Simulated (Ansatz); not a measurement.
This was printed by a script on Ansatz's Python interface, for a single point in a Gaussian basis of C3H10Si2, SMILES C=C([SiH3])[SiH2]C. What did the script look like? Use: r2SCAN, def2-SVP basis, multiplicity 1.

| atom | x (Å) | y (Å) | z (Å) |
| --- | --- | --- | --- |
| C | 0.0456 | 1.1514 | 1.7267 |
| C | -0.3799 | 0.3420 | 0.7427 |
| Si | -2.0498 | 0.3748 | -0.1251 |
| Si | 0.7675 | -1.0108 | 0.0796 |
| C | 1.6376 | -0.5033 | -1.4389 |
| H | -0.6604 | 2.0007 | 2.0748 |
| H | 1.0003 | 1.1395 | 2.1956 |
| H | -2.7732 | -0.8081 | 0.2471 |
| H | -2.7664 | 1.6009 | 0.3452 |
| H | -1.8273 | 0.4214 | -1.5598 |
| H | 1.6473 | -1.4078 | 1.1652 |
| H | -0.1019 | -2.2165 | -0.2039 |
| H | 2.2142 | 0.4019 | -1.2262 |
| H | 2.2639 | -1.2884 | -1.7551 |
| H | 0.9608 | -0.2485 | -2.2387 |

```console
$ python c3h10si2.py
INFO:calc:converged              True
INFO:calc:free_energy_ev         -19017.582245911857
INFO:calc:reference_energy_ev    -19017.582245911857
INFO:calc:n_frozen               0
INFO:calc:n_occupied             [28, 28]
INFO:calc:n_virtual              [100, 100]
largest force 3.3346 eV/A, rms 0.8419
INFO:calc:dipole (D): 0.798 0.570 -0.449, length 1.079
INFO:calc:atom  Mulliken   Lowdin
INFO:calc:C       -0.025    0.033
INFO:calc:C       -0.515   -0.303
INFO:calc:Si       0.451    0.362
INFO:calc:Si       0.480    0.342
INFO:calc:C       -0.289   -0.097
INFO:calc:H        0.054    0.017
INFO:calc:H        0.047   -0.008
INFO:calc:H       -0.065   -0.074
INFO:calc:H       -0.088   -0.078
INFO:calc:H       -0.081   -0.077
INFO:calc:H       -0.087   -0.081
INFO:calc:H       -0.092   -0.081
INFO:calc:H        0.071    0.024
INFO:calc:H        0.069    0.006
INFO:calc:H        0.070    0.016
```

The script that was run (others could print the same):

`c3h10si2.py`:
```python
# -*- coding: utf-8 -*-
"""Single point of C3H10Si2."""

import logging
import sys

import ansatz as az
import numpy as np

logging.basicConfig(stream=sys.stdout, format="%(levelname)s:%(name)s:%(message)s")
log = logging.getLogger("calc")
log.setLevel(logging.INFO)

params = {
    "basis": "def2-SVP",
    "xc": "r2SCAN",
}

system = (
    az.Crystal.molecule()
    .atom("C", [0.0456, 1.1514, 1.7267])
    .atom("C", [-0.3799, 0.342, 0.7427])
    .atom("Si", [-2.0498, 0.3748, -0.1251])
    .atom("Si", [0.7675, -1.0108, 0.0796])
    .atom("C", [1.6376, -0.5033, -1.4389])
    .atom("H", [-0.6604, 2.0007, 2.0748])
    .atom("H", [1.0003, 1.1395, 2.1956])
    .atom("H", [-2.7732, -0.8081, 0.2471])
    .atom("H", [-2.7664, 1.6009, 0.3452])
    .atom("H", [-1.8273, 0.4214, -1.5598])
    .atom("H", [1.6473, -1.4078, 1.1652])
    .atom("H", [-0.1019, -2.2165, -0.2039])
    .atom("H", [2.2142, 0.4019, -1.2262])
    .atom("H", [2.2639, -1.2884, -1.7551])
    .atom("H", [0.9608, -0.2485, -2.2387])
)

model = system.calculation()
model = model.basis(gaussian=params["basis"])
model = model.functional(params["xc"])
model = model.forces()
out = model.run(threads=1, pin="off")
summary = out.report

for key in ("converged", "free_energy_ev", "reference_energy_ev", "n_frozen", "n_occupied", "n_virtual"):
    log.info(f"{key:22s} {summary[key]}")

symbols = [site.symbol for site in system.cartesian_sites]
forces = np.array(summary["forces_ev_ang"])
print("largest force", round(float(np.linalg.norm(forces, axis=1).max()), 4), "eV/A, rms", round(float(np.sqrt((forces ** 2).mean())), 4))

charges = summary["charge_distribution"]
dipole = np.array(charges["dipole_moment_e_ang"]) * 4.803205
log.info("dipole (D): {:.3f} {:.3f} {:.3f}, length {:.3f}".format(*dipole, np.linalg.norm(dipole)))
log.info("atom  Mulliken   Lowdin")
for symbol, m, l in zip(symbols, charges["mulliken_charges_e"], charges["lowdin_charges_e"]):
    log.info(f"{symbol:4s} {m:9.3f} {l:8.3f}")
```

The settings weren't tested for convergence. The geometry is a force-field or estimated start, not a minimum of this method, and the basis set is short of its limit. The Löwdin charges here are taken after orthogonalising the functions within each atom; they differ from plain Löwdin charges, and their signs can be unphysical. It ran for 12 s on 1 thread of Arm Neoverse V1 (shared host), peak memory 0.26 GiB.
